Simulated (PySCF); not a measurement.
# Ways to converge the SCF of ZnB

The same problem is solved with other solver options, one edit a run.

Program: PySCF 2.14.0. Level of theory: method and basis as typed in the scripts. These are calculated values, not measurements.

2 further runs of the same task are left out: 2 that didn't finish.

### Step 1. Where the work starts

ZnB: 2 atoms, charge 0, spin multiplicity 2.

Bond lengths: Zn1–B2 2.005 Å.

### Step 2. The base run

input.py

```python
from pyscf import gto, dft

mol = gto.M(
    atom='Zn 0 0 0; B 0 0 2.005',
    basis='jorge-dzp',
    charge=0,
    spin=1,
    verbose=4,
)
mf = dft.UKS(mol, xc='scan')
mf.kernel()
g = mf.nuc_grad_method()
g.grid_response = True
g.kernel()
mf.dip_moment()
print('orbital energies (hartree):', [e[max(0, n-3):n+3].round(4) for e, n in zip(mf.mo_energy, mol.nelec)])
```

Started as:

```console
> python input.py
```

The log of this run is left out.

In short: E(SCF) = -1804.050359 Eh, ⟨S²⟩ = 0.903, μ = 1.65 D, gradient on the second atom -0.0172 Eh/bohr.

The bond length is a typed value, not an optimised one.

### Step 3. Second-order solver on

Run 1 changes second-order solver: off → on.

input.py

```python
from pyscf import gto, dft

mol = gto.M(
    atom='Zn 0 0 0; B 0 0 2.005',
    basis='jorge-dzp',
    charge=0,
    spin=1,
    verbose=4,
)
mf = dft.UKS(mol, xc='scan')
mf = mf.newton()
mf.kernel()
g = mf.nuc_grad_method()
g.grid_response = True
g.kernel()
mf.dip_moment()
print('orbital energies (hartree):', [e[max(0, n-3):n+3].round(4) for e, n in zip(mf.mo_energy, mol.nelec)])
```

Started as:

```console
> python input.py
```

### Step 4. Initial guess 1e

Run 2 changes initial guess: minao → 1e.

Changes to input.py since step 2:

```diff
@@ -10,2 +10,3 @@
 mf = dft.UKS(mol, xc='scan')
+mf.init_guess = '1e'
 mf.kernel()
```

Q: Predict the outcome of this session. Wanted: for each run, E(SCF); from base; gap, α spin; SCF dipole.

**Answer**, as computed:

```tsv
run	E(SCF) (hartree)	from base (eV)	cycles	gap, α spin (eV)	SCF dipole (D)
base	-1804.050359	0	20	0.96	1.65
second-order solver on	-1804.050359	0.0000	5 macro	0.96	1.66
initial guess 1e	-1804.050331	+0.0008	25	0.95	1.66
```

Distance from each run's final energy (log10 hartree) by cycle:

```tsv
run	cycle 1	cycle 2	cycle 3	cycle 5	cycle 8	cycle 12
base	-0.9	-0.2	-0.7	-1.7	-3.1	-4.0
second-order solver on	-2.4	-3.3	-5.3	< -11	done	done
initial guess 1e	2.4	2.0	0.9	0.3	-2.0	-3.1
```

In words: With second-order solver on the SCF ends at the base energy.
